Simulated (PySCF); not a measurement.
# H4N2Tb (Tb(NH2)22+): the cost of one run

The runs use PySCF 2.14.0; PBE0, Tb lcecp-2-SVP with ECP53, N def2-SVP, H def2-SVP; scalar-relativistic core potentials, no spin–orbit coupling.

1 further run of the same task is left out (for a known fault of the program).

## 1. Where the work starts

7 atoms, charge 2, spin multiplicity 1.

Bond lengths: Tb1–N2 2.142 Å, Tb1–H3 2.855 Å, Tb1–H4 2.855 Å, Tb1–N5 2.142 Å, Tb1–H6 2.855 Å, Tb1–H7 2.855 Å, N2–H3 1.018 Å, N2–H4 1.018 Å, N5–H6 1.018 Å, N5–H7 1.018 Å. Angles: N2–Tb1–H3 16.9°, N2–Tb1–H4 16.9°, N2–Tb1–N5 131.8°, N2–Tb1–H6 129.6°, N2–Tb1–H7 129.6°, H3–Tb1–H4 33.8°, H3–Tb1–N5 129.6°, H3–Tb1–H6 134.0°, H3–Tb1–H7 121.7°, H4–Tb1–N5 129.6°, H4–Tb1–H6 121.7°, H4–Tb1–H7 134.0°, N5–Tb1–H6 16.9°, N5–Tb1–H7 16.9°, H6–Tb1–H7 33.8°, Tb1–N2–H3 125.4°, Tb1–N2–H4 125.4°, H3–N2–H4 109.2° and more.

Coordinates:

```
Tb    0.00000    0.00000    0.00000
N     1.95510    0.00000    0.87500
H     2.49370   -0.83000    1.11600
H     2.49370    0.83000    1.11600
N    -1.95510    0.00000    0.87500
H    -2.49370    0.83000    1.11600
H    -2.49370   -0.83000    1.11600
```

Formal oxidation states: Tb +4. Each metal's 7 4f electrons lie in its core potential, so multiplicities, spins and levels count the valence alone.

## 2. SCF at the start, singlet

Contents of run.py (the lines that set the calculation):

```python
mol = gto.M(atom='''
Tb     0.00000     0.00000     0.00000
N      1.95510     0.00000     0.87500
H      2.49370    -0.83000     1.11600
H      2.49370     0.83000     1.11600
N     -1.95510     0.00000     0.87500
H     -2.49370     0.83000     1.11600
H     -2.49370    -0.83000     1.11600''',
    basis={'Tb': 'lcecp-2-SVP', 'N': 'def2-SVP', 'H': 'def2-SVP'},
    ecp={'Tb': 'lcecp-2-SVP'},
    charge=2, spin=0)
mf = dft.RKS(mol, xc='PBE0')
mf.grids.atom_grid = (50, 194)  # f atoms: unpruned, at least (60, 302)
mf = mf.density_fit()  # fitting sets: Tb AutoAux, N def2-universal-JKFIT, H def2-universal-JKFIT
mf.conv_tol = 1e-08; mf.max_cycle = 55
mf.kernel(dm0)  # dm0: free metal ions and neutral atoms
```

Launch:

```sh
OMP_NUM_THREADS=2 python run.py
```

What time and memory should one allow on 2 threads of Arm Neoverse V2, shared host?

About 2.6 s, with a peak of 0.46 GiB.
